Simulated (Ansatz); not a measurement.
# CH₅FSSiSn: a ladder of functionals and wavefunction methods

The task here is to estimate one member of a computed series from the others.

Method: functionals in def2-TZVPP, the program's frozen cores in correlated methods; program: Ansatz 0.2.0, Gaussian basis.

Levels to be run: LDA (SPW92), PBE-D4, revPBE-D4, BLYP-D4, r2SCAN-D4, B97M-V, PBE0-D4, B3LYP-D4, r2SCANh-D4, r2SCAN0-D4, HSE06-D4, BHLYP-D4, CAM-B3LYP-D4, LC-ωPBE, ωB97X-V, ωB97M-V, B2PLYP, PBE-QIDH; CCSD(T)/def2-SVP; CCSD(T)/def2-TZVPP; MP2/def2-QZVPP; extrapolation to the limit; RPA on PBE.

### The geometry

An earlier PBE0-D4 in a triple-zeta def2 set relaxation fixed the geometry. Sn takes the def2 core potential; no spin-orbit term is included.

SMILES `F[SiH2][SnH]1[CH2][S]1`, 10 atoms, charge 0, spin multiplicity 1.

Atoms are counted from 1 here; the program's logs count them from 0.

Bond lengths: F1–Si2 1.604 Å, Si2–Sn3 2.542 Å, Si2–H6 1.482 Å, Si2–H7 1.482 Å, Sn3–C4 2.131 Å, Sn3–S5 2.405 Å, Sn3–H8 1.697 Å, C4–S5 1.821 Å, C4–H9 1.085 Å, C4–H10 1.086 Å. Angles: F1–Si2–Sn3 110.9°, F1–Si2–H6 107.7°, F1–Si2–H7 108.8°, Sn3–Si2–H6 111.2°, Sn3–Si2–H7 107.1°, H6–Si2–H7 111.2°, Si2–Sn3–C4 116.3°, Si2–Sn3–S5 105.0°, Si2–Sn3–H8 126.3°, C4–Sn3–S5 46.9°, C4–Sn3–H8 117.4°, S5–Sn3–H8 112.7°, Sn3–C4–S5 74.5°, Sn3–C4–H9 117.1°, Sn3–C4–H10 115.9°, S5–C4–H9 115.2°, S5–C4–H10 114.9°, H9–C4–H10 113.8° and more.

The first run:

File in.yaml:

```yaml
crystal:
  periodic: [false, false, false]
  atoms:
    - {symbol: F, position_ang: [-2.273135, -0.773789, 1.970176]}
    - {symbol: Si, position_ang: [-1.346119, -1.246068, 0.749766]}
    - {symbol: Sn, position_ang: [0.739746, 0.198191, 0.585394]}
    - {symbol: C, position_ang: [0.899102, 1.430884, -1.145349]}
    - {symbol: S, position_ang: [1.589119, -0.182582, -1.632297]}
    - {symbol: H, position_ang: [-0.997073, -2.668972, 0.974293]}
    - {symbol: H, position_ang: [-2.097841, -1.073131, -0.515194]}
    - {symbol: H, position_ang: [1.971463, 0.319087, 1.746408]}
    - {symbol: H, position_ang: [-0.025025, 1.707320, -1.642995]}
    - {symbol: H, position_ang: [1.622963, 2.238061, -1.087203]}
basis:
  gaussian: {orbitals: def2-TZVPP}
hamiltonian: {xc: lda}
output: {orbitals: {seedname: orbitals}}
```

Among the steps run: LDA; PBE-D4 (GGA); revPBE-D4 (GGA); BLYP-D4 (GGA); r2SCAN-D4 (meta-GGA); B97M-V (meta-GGA); PBE0-D4 (hybrid); B3LYP-D4 (hybrid); r2SCANh-D4 (hybrid); r2SCAN0-D4 (hybrid); HSE06-D4 (hybrid); BHLYP-D4 (hybrid); CAM-B3LYP-D4 (range-separated); LC-ωPBE (range-separated); ωB97X-V (range-separated); ωB97M-V (range-separated); B2PLYP (double hybrid); PBE-QIDH (double hybrid).

One table of the session follows, with a row left open; its other results are not shown here.

It belongs to the step «Frontier levels by functional». 

```
  functional  HOMO (eV)  LUMO (eV)  gap (eV)
 LDA (SPW92)      -5.58      -2.57      3.01
      PBE-D4      -5.46      -2.37      3.09
   revPBE-D4      -5.40      -2.28      3.12
     BLYP-D4      -5.29      -2.24      3.05
   r2SCAN-D4          ?          ?         ?
      B97M-V      -5.76      -2.31      3.45
     PBE0-D4      -6.63      -1.66      4.96
    B3LYP-D4      -6.38      -1.84      4.54
  r2SCANh-D4      -6.13      -1.97      4.16
  r2SCAN0-D4      -6.79      -1.59      5.20
    HSE06-D4      -6.23      -2.02      4.21
    BHLYP-D4      -7.65      -0.89      6.76
CAM-B3LYP-D4      -7.89      -0.73      7.16
     LC-ωPBE      -9.24       0.27      9.51
     ωB97X-V      -8.91       0.19      9.10
     ωB97M-V      -8.77       0.01      8.78
```

Estimate the missing values for r2SCAN-D4.

Worked estimate for «HOMO (eV)». Against the share of exact exchange, r2SCANh-D4 (0.1, -6.13), r2SCAN0-D4 (0.25, -6.79) give a slope of -4.40 per unit share; at 0 the line stands at -5.69.

**Answer.** HOMO (eV): -5.69; LUMO (eV): -2.23; gap (eV): 3.46. In «HOMO (eV)» the line misses by 0.00.
